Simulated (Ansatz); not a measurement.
# PBE0/cc-pVDZ run of AlSiH5O2 (SMILES O[SiH2][O][AlH2])

What is the electronic atomisation energy of AlSiH5O2 at PBE0/cc-pVDZ? 

Program for the calculation: Ansatz 0.2.0.

75 further runs of the same task are left out: 75 set aside as unsound or not needed. Runs told in other sessions of the task aren't counted.

### 1 The structure to begin with

AlSiH5O2: 9 atoms, total charge 0, spin state singlet. As SMILES, `O[SiH2][O][AlH2]`. The coordinates come from a PBE0-D4/def2-TZVP relaxation. This is one conformer, not always the lowest.

Bond lengths: O1–Si2 1.642 Å, Si2–O3 1.619 Å, O3–Al4 1.683 Å, O1–H5 0.958 Å, Si2–H6 1.480 Å, Si2–H7 1.487 Å, Al4–H8 1.580 Å, Al4–H9 1.579 Å. Some angles: O1–Si2–O3 112.5°, Si2–O3–Al4 173.6°, O1–Si2–H6 104.7°, O1–Si2–H7 110.2°, O3–Si2–H6 110.1°, O3–Si2–H7 107.6°, Si2–O1–H5 117.9°, O3–Al4–H8 117.8°, O3–Al4–H9 118.1°, H6–Si2–H7 111.8°.

### 2 A single-point energy at PBE0/cc-pVDZ

Input file job.yaml:

```yaml
crystal:
  periodic: [false, false, false]
  atoms:
    - {symbol: O, position_ang: [-0.795100, 1.829400, -0.898200]}
    - {symbol: Si, position_ang: [0.173000, 1.196700, 0.266900]}
    - {symbol: O, position_ang: [0.250800, -0.418900, 0.197700]}
    - {symbol: Al, position_ang: [0.325700, -2.080500, -0.060600]}
    - {symbol: H, position_ang: [-1.740800, 1.705800, -0.810900]}
    - {symbol: H, position_ang: [1.506100, 1.782800, 0.005000]}
    - {symbol: H, position_ang: [-0.337300, 1.564900, 1.614200]}
    - {symbol: H, position_ang: [-0.959500, -2.795700, -0.636800]}
    - {symbol: H, position_ang: [1.665600, -2.830600, 0.305400]}
basis:
  gaussian: {orbitals: cc-pVDZ}
hamiltonian: {xc: pbe0}
accuracy: high
output: {orbitals: {seedname: orbitals}}
```

On the command line:

```sh
$ ansatz run job.yaml --threads 1 --pin off --max-ram 3480MiB --events-out events.jsonl --progress --plain --runs-dir runs
```

Output:

```text
Warning: RAYON_NUM_THREADS=1 ignored (pool sized by the plan → 1); use --threads N
Functional definition: PBE0
  name "PBE0"
  parameter a = 0.25
  parameter kappa = 0.804
  parameter beta = 0.06672455060314922
  exchange = (1 - a)*pbe_x(kappa = kappa, mu = beta*pi^2/3) + a*exact_x
  correlation = pbe_c(beta = beta)
2017 factors; integrals over basis functions are off by at most 3.9e-9 eV
mean field evaluation 1: about -18634.3102 eV, gradient 6.6e1 eV
mean field evaluation 2: about -18617.8021 eV, gradient 1.1e2 eV
mean field evaluation 4: about -18641.7325 eV, gradient 7.6e0 eV
mean field evaluation 8: about -18641.9766 eV, gradient 1.9e-1 eV
mean field evaluation 16: about -18641.9767 eV, gradient 5.2e-6 eV
mean field -18641.97666144 eV, -685.0800063222 hartree, gradient 2.2e-8 eV, S^2 0.000000; 0 other end points of the search recorded, 0 dependent functions left out
reference -18641.97666465 eV, -685.0800064403 hartree; 24, 24 occupied and 65, 65 virtual orbitals, 2017 factors
Total energy: -18641.97666465 eV, -685.0800064403 hartree
```

Run time: 10 s. Hardware: 1 thread of Arm Neoverse V2, shared host; peak memory 0.31 GiB.

### 3 The Al atom, same level

Input file run.yaml:

```yaml
crystal:
  periodic: [false, false, false]
  atoms:
    - symbol: Al
      position_ang: [0.000000, 0.000000, 0.000000]
basis:
  gaussian:
    orbitals: cc-pVDZ
magnetization:
  spin_polarized: true
  initial_magnetization: 1
hamiltonian:
  xc: pbe0
accuracy: high
```

Run the same way, it converges to -242.24622 Eh (log not shown).

### 4 The H atom at the same level

Input file input.yaml:

```yaml
crystal:
  periodic: [false, false, false]
  atoms:
    - symbol: H
      position_ang: [0.000000, 0.000000, 0.000000]
basis:
  gaussian: {orbitals: cc-pVDZ}
magnetization: {spin_polarized: true, initial_magnetization: 1}
hamiltonian: {xc: {name: PBE0}}
accuracy: high
```

Run the same way, it converges to -0.50029 Eh (log not shown).

### 5 The O atom, same level

Input file job.yaml:

```yaml
basis:
  gaussian: {orbitals: cc-pVDZ}
crystal:
  periodic: [false, false, false]
  atoms:
    - {symbol: O, position_ang: [0.000000, 0.000000, 0.000000]}
magnetization: {spin_polarized: true, initial_magnetization: 2}
hamiltonian: {xc: pbe0}
accuracy: high
```

Run the same way, it converges to -74.99304 Eh (log not shown).

### 6 The Si atom

Input file run.yaml:

```yaml
crystal:
  periodic: [false, false, false]
  atoms:
    - symbol: Si
      position_ang: [0.000000, 0.000000, 0.000000]
basis:
  gaussian:
    orbitals: cc-pVDZ
magnetization:
  spin_polarized: true
  initial_magnetization: 2
accuracy: high
hamiltonian:
  xc: {name: PBE0}
```

Run the same way, it converges to -289.24736 Eh (log not shown).

### 7 Summary of results

Level: PBE0/cc-pVDZ.

| quantity | value |
| --- | --- |
| molecule: total energy | -685.08001 Eh |
| molecule: HOMO energy | -8.19 eV |
| molecule: LUMO energy | -1.14 eV |
| molecule: HOMO–LUMO gap | 7.05 eV |
| Al atom: total energy | -242.24622 Eh |
| Al atom: ⟨S²⟩ | 0.756 |
| H atom: total energy | -0.50029 Eh |
| H atom: ⟨S²⟩ | 0.750 |
| O atom: total energy | -74.99304 Eh |
| O atom: ⟨S²⟩ | 2.002 |
| Si atom: total energy | -289.24736 Eh |
| Si atom: ⟨S²⟩ | 2.004 |
| electronic atomisation energy | 29.903 eV |

**Reading.** Taking the molecule apart into free atoms costs 29.90 eV (2885 kJ/mol), before zero-point energy and without spin-orbit coupling.
